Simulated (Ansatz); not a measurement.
# SiNH4ClO (SMILES N[SiH](O)Cl) at HSE06/6-31G(d) (spherical functions)

Aim: the vertical ionisation energy of SiNH4ClO at HSE06/6-31G* (spherical functions), from 2 runs. 

The calculation is run with Ansatz 0.2.0.

128 further runs of the same task are left out: 128 set aside as unsound or not needed.

**1. Starting point**

SiNH4ClO: 8 atoms, total charge 0, spin state singlet. As SMILES, `N[SiH](O)Cl`. The coordinates come from a PBE0-D4/def2-TZVP relaxation. This is one conformer, not always the lowest.

Bond lengths: N1–Si2 1.700 Å, Si2–O3 1.631 Å, Si2–Cl4 2.058 Å, N1–H5 1.006 Å, N1–H6 1.007 Å, Si2–H7 1.474 Å, O3–H8 0.960 Å. Angles: N1–Si2–O3 111.2°, N1–Si2–Cl4 104.5°, O3–Si2–Cl4 112.6°, N1–Si2–H7 117.4°, O3–Si2–H7 103.8°, Cl4–Si2–H7 107.5°, Si2–N1–H5 120.7°, Si2–N1–H6 121.4°, Si2–O3–H8 116.7°, H5–N1–H6 112.4°.

**2. A single-point energy at HSE06/6-31G(d) (spherical functions)**

job.yaml reads:

```yaml
basis:
  gaussian:
    orbitals: 6-31G_st_-spherical.json
crystal:
  periodic: [false, false, false]
  atoms:
    - {symbol: "N", position_ang: [-0.749800, 0.885600, -0.289000]}
    - {symbol: Si, position_ang: [0.524400, -0.226200, -0.115300]}
    - {symbol: O, position_ang: [0.551300, -0.861300, 1.386900]}
    - {symbol: Cl, position_ang: [0.173100, -1.641600, -1.566900]}
    - {symbol: H, position_ang: [-1.217200, 0.998000, -1.172700]}
    - {symbol: H, position_ang: [-0.806900, 1.712400, 0.283000]}
    - {symbol: H, position_ang: [1.896700, 0.277200, -0.308600]}
    - {symbol: H, position_ang: [-0.279500, -1.201200, 1.726700]}
magnetization:
  spin_polarized: false
  initial_magnetization: 0
hamiltonian:
  xc: {name: HSE06}
accuracy: high
output: {orbitals: {seedname: orbitals}}
```

The basis set 6-31G* is read from a file made from the Basis Set Exchange's data (not shown).

Launch:

```
$ ansatz run job.yaml --threads 1 --pin off --max-ram 3480MiB --events-out events.jsonl --progress --plain --runs-dir runs
```

The log of the run:

```text
Warning: RAYON_NUM_THREADS=1 ignored (pool sized by the plan → 1); use --threads N
Functional definition: HSE06
  name "HSE06"
  parameter a = 0.25
  parameter omega = 0.11/bohr
  exchange = pbe_x - a*pbe_x_sr(omega) + a*exact_x_sr(omega)
  correlation = pbe_c
1602 factors; integrals over basis functions are off by at most 3.7e-9 eV
96 factors; integrals over basis functions are off by at most 2.4e-9 eV
mean field evaluation 1: about -23984.6071 eV, gradient 6.5e1 eV
mean field evaluation 2: about -23974.4895 eV, gradient 9.5e1 eV
mean field evaluation 4: about -23992.4010 eV, gradient 3.7e0 eV
mean field evaluation 8: about -23992.6510 eV, gradient 4.5e-1 eV
mean field evaluation 16: about -23992.6516 eV, gradient 1.5e-5 eV
mean field -23992.65155642 eV, -881.7136818951 hartree, gradient 3.7e-8 eV, S^2 0.000000; 0 other end points of the search recorded, 0 dependent functions left out
reference -23992.65155965 eV, -881.7136820137 hartree; 25, 25 occupied and 47, 47 virtual orbitals, 1602 factors
Total energy: -23992.65155965 eV, -881.7136820137 hartree
```

Wall time 4.2 s (1 thread of Intel Xeon 6975P-C (Granite Rapids), shared host); peak memory 0.26 GiB.

**3. The doublet cation at the same level**

input.yaml reads:

```yaml
crystal:
  periodic: [false, false, false]
  atoms:
    - symbol: "N"
      position_ang: [-0.749800, 0.885600, -0.289000]
    - symbol: Si
      position_ang: [0.524400, -0.226200, -0.115300]
    - symbol: O
      position_ang: [0.551300, -0.861300, 1.386900]
    - symbol: Cl
      position_ang: [0.173100, -1.641600, -1.566900]
    - symbol: H
      position_ang: [-1.217200, 0.998000, -1.172700]
    - symbol: H
      position_ang: [-0.806900, 1.712400, 0.283000]
    - symbol: H
      position_ang: [1.896700, 0.277200, -0.308600]
    - symbol: H
      position_ang: [-0.279500, -1.201200, 1.726700]
basis:
  gaussian:
    orbitals: 6-31G_st_-spherical.json
total_charge: 1
magnetization:
  spin_polarized: true
  initial_magnetization: 1
hamiltonian:
  xc: hse06
accuracy: high
output:
  orbitals: {seedname: orbitals}
```

The basis set 6-31G* is read from a file made from the Basis Set Exchange's data (not shown).

Launch:

```
$ ansatz run input.yaml --threads 1 --pin off --max-ram 3480MiB --events-out events.jsonl --progress --plain --runs-dir runs
```

The log of the run (excerpt; [...] marks lines left out):

```text
Warning: RAYON_NUM_THREADS=1 ignored (pool sized by the plan → 1); use --threads N
[... 6 set-up lines as earlier in the session ...]
1601 factors; integrals over basis functions are off by at most 3.7e-9 eV
96 factors; integrals over basis functions are off by at most 2.4e-9 eV
mean field evaluation 1: about -23965.0041 eV, gradient 6.5e1 eV
mean field evaluation 2: about -23911.0423 eV, gradient 1.2e2 eV
mean field evaluation 4: about -23977.2115 eV, gradient 2.9e1 eV
mean field evaluation 8: about -23982.4060 eV, gradient 8.8e-1 eV
mean field evaluation 16: about -23982.4380 eV, gradient 2.0e-2 eV
mean field evaluation 32: about -23982.4380 eV, gradient 1.2e-7 eV
mean field -23982.43802976 eV, -881.3383417132 hartree, gradient 1.3e-8 eV, S^2 0.757043; 6 other end points of the search recorded, 0 dependent functions left out
reference -23982.43803291 eV, -881.3383418289 hartree; 25, 24 occupied and 47, 48 virtual orbitals, 1601 factors
Total energy: -23982.43803291 eV, -881.3383418289 hartree
```

It took 11 s on 1 thread of Intel Xeon 6975P-C (Granite Rapids), shared host; peak memory 0.37 GiB.

**4. Summary of results**

Level: HSE06/6-31G* (spherical functions).

| quantity | value |
| --- | --- |
| singlet SiNH4ClO: total energy | -881.71368 Eh |
| singlet SiNH4ClO: HOMO energy | -7.38 eV |
| singlet SiNH4ClO: LUMO energy | 1.11 eV |
| singlet SiNH4ClO: HOMO–LUMO gap | 8.48 eV |
| doublet cation: total energy | -881.33834 Eh |
| doublet cation: HOMO energy (highest over α and β) | -13.94 eV |
| doublet cation: LUMO energy (lowest over α and β) | -12.93 eV |
| doublet cation: ⟨S²⟩ | 0.757 |
| vertical ionisation energy (to the doublet cation) | 10.214 eV |

What this shows: Removing an electron at fixed nuclei costs 10.21 eV (236 kcal/mol). The negative HOMO energy of the first species, 7.38 eV, lies 2.84 eV below that difference.
